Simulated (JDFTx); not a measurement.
SrMg under changes of volume

One of the cells (29.659 Å³/atom); the others are scaled copies at fixed shape and fractional positions:

```xyz
2
Lattice="3.9000 0.0000 0.0000 0.0000 3.9000 0.0000 0.0000 0.0000 3.9000" Properties=species:S:1:pos:R:3 pbc="T T T"
Sr    1.9500    1.9500    1.9500
Mg    0.0000    0.0000    0.0000
```

```yaml
Program: JDFTx 1.7.0 (patched build)
Functional: PBEsol
Potentials_or_basis: PseudoDojo-SR-PBEsol-0.4.1-standard with smoothed tails
Cutoff: 1143 eV
Density_cutoff: 9143 eV
k_mesh: 7 × 7 × 7
Occupations: fermi-dirac, width 0.05 eV
Spin: no spin polarisation
```

| volume (Å³/atom) | energy over the lowest point (meV/atom) | pressure (GPa) |
| --- | --- | --- |
| 27.880 | 113.88 | 7.5 |
| 28.473 | ? | ? |
| 29.066 | 64.88 | 5.8 |
| 29.659 | 44.86 | 5.0 |
| 30.253 | 27.49 | 4.3 |
| 30.846 | 12.60 | 3.7 |
| 31.439 | 0.00 | 3.1 |

**Question.** What does the run at 28.473 Å³/atom give?

**Answer.** Energy over the lowest point 87.79 meV/atom; pressure 6.6 GPa.

Worked out: A Birch-Murnaghan fit of order 3 (a polynomial in V^(-2/3)) to the other rows has no minimum within the range. It gives 87.80 meV/atom at 28.473 Å³/atom, against the run's 87.79, and -dE/dV = 6.6 GPa, against 6.6.

Energies are extrapolated to zero smearing.
